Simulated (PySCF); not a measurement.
# [Yb(NO2)2]+: other functionals and bases at one geometry

An exercise on one series of results from a longer session: the logs are not shown, and one member is left open.

Method: several levels, as the steps say, no spin–orbit coupling; program: PySCF 2.14.0.

3 further runs of the same task are left out: 2 for a known fault of the program, 1 that didn't finish.

### The starting structure

7 atoms, charge 1, spin multiplicity 1.

Bond lengths: Yb1–O2 2.211 Å, Yb1–O3 2.211 Å, Yb1–N4 2.655 Å, Yb1–O5 2.211 Å, Yb1–O6 2.211 Å, Yb1–N7 2.655 Å, O2–N4 1.279 Å, O3–N4 1.279 Å, O5–N7 1.279 Å, O6–N7 1.279 Å. Angles: O2–Yb1–O3 57.3°, O2–Yb1–N4 28.7°, O2–Yb1–O5 140.4°, O2–Yb1–O6 140.4°, O2–Yb1–N7 151.3°, O3–Yb1–N4 28.7°, O3–Yb1–O5 140.4°, O3–Yb1–O6 140.4°, O3–Yb1–N7 151.3°, N4–Yb1–O5 151.3°, N4–Yb1–O6 151.3°, N4–Yb1–N7 180.0°, O5–Yb1–O6 57.3°, O5–Yb1–N7 28.7°, O6–Yb1–N7 28.7°, Yb1–O2–N4 95.3°, Yb1–O3–N4 95.3°, Yb1–N4–O2 56.0° and more.

Geometry (Å):

```xyz
7

Yb    0.00000    0.00000    0.00000
O     0.74985    0.74985    1.94058
O    -0.74985   -0.74985    1.94058
N     0.00000    0.00000    2.65514
O     0.74985   -0.74985   -1.94058
O    -0.74985    0.74985   -1.94058
N     0.00000    0.00000   -2.65514
```

Formal oxidation states: Yb +3. Each metal's 13 4f electrons lie in its core potential, so multiplicities, spins and levels count the valence alone. An earlier session relaxed this geometry at r2SCAN, Yb lcecp-1-SVP with ECP59, O def2-SVP, N def2-SVP (singlet, point group D2d).

At r2SCAN on the finer grid: E = -449.003765 Eh, HOMO -12.42 eV, LUMO -9.44 eV, Mulliken charge on Yb1 +1.56 e, largest force component 0.015 eV/Å. 

Levels to run: revPBE; BLYP; M06-L; PBE0; r2SCAN, TZVP. Hardware: 2 threads of Arm Neoverse V1, shared host.

Set-up of the first run:

Contents of run.py (the lines that set the calculation):

```python
mol = gto.M(atom='''
Yb     0.00000     0.00000     0.00000
O      0.74985     0.74985     1.94058
O     -0.74985    -0.74985     1.94058
N      0.00000     0.00000     2.65514
O      0.74985    -0.74985    -1.94058
O     -0.74985     0.74985    -1.94058
N      0.00000     0.00000    -2.65514''',
    basis={'Yb': 'lcecp-1-SVP', 'O': 'def2-SVP', 'N': 'def2-SVP'},
    ecp={'Yb': 'lcecp-1-SVP'},
    charge=1, spin=0)
mf = dft.RKS(mol, xc='PBE_R,PBE')
mf.grids.atom_grid = (75, 302)  # f atoms: unpruned, at least (60, 302)
mf = mf.density_fit()  # fitting sets: Yb AutoAux, O def2-universal-JKFIT, N def2-universal-JKFIT
mf.conv_tol = 1e-08; mf.max_cycle = 55
mf.kernel(dm0)  # dm0: the density of the relaxed state
```

The run is started by

```sh
$ OMP_NUM_THREADS=2 python run.py
```

Steps of the session up to this table: revPBE; BLYP; M06-L; PBE0; r2SCAN, TZVP.

One of the session's tables, all rows but one given; the rest of the session is left out.

| level | HOMO (eV) | gap (eV) | charge on Yb1 (e) | largest force component (eV/Å) |
| --- | --- | --- | --- | --- |
| r2SCAN (relaxed here) | -12.42 | 2.99 | 1.56 | 0.02 |
| revPBE | -11.99 | 2.58 | 1.41 | 0.74 |
| BLYP | ? | ? | ? | ? |
| M06-L | -12.34 | 3.00 | 1.69 | 0.16 |
| PBE0 | -13.75 | 5.32 | 1.58 | 0.88 |
| r2SCAN, TZVP | -12.29 | 3.10 | 1.73 | 0.22 |

Q: Estimate the row for BLYP from the others.

As computed: HOMO (eV): -11.94; gap (eV): 2.56; charge on Yb1 (e): 1.35; largest force component (eV/Å): 1.00. In the column «HOMO (eV)» it is the highest.

In one basis the HOMO–LUMO gap runs from 2.56 eV (BLYP) to 5.32 eV (PBE0). The largest leftover force, 1.00 eV/Å with BLYP, stands at a geometry relaxed at another level. With 4f in the core, its levels are missing from HOMO and gap, and its count is fixed, so no charge can pass from the ligands into it. Total energies of different levels can't be compared.
